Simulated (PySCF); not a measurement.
# OTi: the cost of one run

The runs use PySCF 2.14.0, with density-fitted response routines of our own; the level of theory stands in each step. All values are computed, except where a source is named. Atoms are numbered from 0 throughout.

## Step 1: The molecule as given

2 atoms, charge 0, multiplicity 1; geometry from: GFN2-xTB.

Bonds of the start (Å): O0–Ti1 1.63.

## Step 2: Geometry optimisation at PBE0-D3(BJ)/def2-TZVP

The job: settings as JSON, then the geometry in Å.

```
{"job": {"xc": "PBE0", "basis": "def2-TZVP", "d3": "d3bj", "grid": 2, "kind": "geom"}, "charge": 0, "multiplicity": 1}
O      0.000000     0.000000     0.000000
Ti     0.000000     0.000000     1.631770
```

**Question.** How long does this first job take on 2 threads of Intel Xeon Platinum 8259CL at 2.50GHz (Skylake/Cascade Lake), shared host?

About 6.8 s.
